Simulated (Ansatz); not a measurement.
**SiC (Moissanite 3C): properties at the relaxed cell**

The task here is to estimate one member of a computed series from the others.

Computed with Ansatz 0.2.0 (DFT PBE, scalar-relativistic, plane waves, PAW, unless a step's input says otherwise).

## Starting point

It takes space group F-43m (No. 216, cubic). The conventional cell has a = 4.380 Å, b = 4.380 Å, c = 4.380 Å, α = 90.00°, β = 90.00°, γ = 90.00°. Si (site symmetry -43m) has 4 C at 1.90 Å as nearest neighbours. C (site symmetry -43m) is surrounded by 4 Si at 1.90 Å.

As a file:

```xyz
2
Lattice="0.0000 2.1899 2.1899 2.1899 0.0000 2.1899 2.1899 2.1899 0.0000" Properties=species:S:1:pos:R:3 pbc="T T T"
Si    0.0000    0.0000    0.0000
C     1.0949    1.0949    1.0949
```

It is the result of an earlier relaxation at this level (volume 10.50 Å³/atom; gap on the mesh: 1.37 eV).

Set-up of the first run:

input.yaml

```yaml
crystal:
  lattice:
    - [0.0, 2.1898675894, 2.1898675894]
    - [2.1898675894, 0.0, 2.1898675894]
    - [2.1898675894, 2.1898675894, 0.0]
  atoms:
    - { symbol: Si, position: [0.0, 0.0, 0.0] }
    - { symbol: C, position: [0.25, 0.25, 0.25] }
basis:
  ecutwfc: 420
kpoints:
  mp_grid: { grid: [10, 10, 10] }
  band_path:
    path:
      - [[0.0, 0.0, 0.0], [-0.5, -0.5, 0.0], [-0.375, -0.375, 0.25]]
      - [[-0.375, 0.0, 0.375], [0.0, 0.0, 0.0], [0.0, 0.0, 0.5], [-0.5, -0.25, 0.25], [-0.5, -0.5, 0.0]]
    npoints: 14
hamiltonian:
  xc: pbe
scf:
  occupations: { method: gaussian, width: 0.02 }
  n_extra_bands: 6
output:
  forces: true
  stress: true
  eigenvalues: true
  populations: true
  dos: { projected: true, de: 0.02, nscf_kmesh: { grid: [15, 15, 15] } }
  bader: true
  write_density: true
  write_potential: true
  elf: true
  volumetric_format: npy
```

Launch:

```console
ansatz run input.yaml --threads 1 --pin off --max-ram 2560MiB --backend cpu --events-out ev --progress --plain --runs-dir out
```

Steps of the session up to this table: Bands, states and charges; Seeking the band edges over the whole zone; Levels beside the edges; Back to the database's cell; Point at V/V0 = 0.97; Point at V/V0 = 1.03; Point at V/V0 = 0.94; The cell scaled to 1.06 of its volume; Point at V/V0 = 0.91; The cell scaled to 1.10 of its volume; The cell scaled to 0.88 of its volume.

One table of the session follows, with a row left open; its other results are not shown here.

It belongs to the step «Energy against volume». 

```
volume (Å³/atom)  energy above the lowest point (meV/atom)  pressure (GPa)  gap on the mesh (eV)
           9.241                                     123.5           34.82                  1.25
           9.556                                         ?               ?                     ?
           9.871                                      27.8           14.85                  1.31
          10.187                                       6.6            6.88                  1.35
          10.502                                       0.0            0.00                  1.37
          10.817                                       6.0           -5.93                  1.40
          11.132                                      22.8          -11.04                  1.42
          11.552                                      59.5          -16.76                  1.45
```

Estimate the missing values for volume (Å³/atom) = 9.556.

Worked estimate for «energy above the lowest point (meV/atom)». A straight line through the neighbours (9.241, 123.5) and (9.871, 27.8) gives 123.5 + (27.8 − 123.5) × (9.556 − 9.241) / (9.871 − 9.241) = 75.7; a parabola fitted to 3 rows on both sides gives 66.8.

**Answer.** energy above the lowest point (meV/atom): 65.9; pressure (GPa): 24.09; gap on the mesh (eV): 1.28. In «energy above the lowest point (meV/atom)» the line misses by +9.8 and the parabola by +0.9.

Caveats from the session: Absorption along x passes 10⁴ cm⁻¹ at 4.6 eV, beside a least direct gap of 4.53 eV on the SCF mesh; the indirect gap of 1.37 eV gives no absorption without phonons.
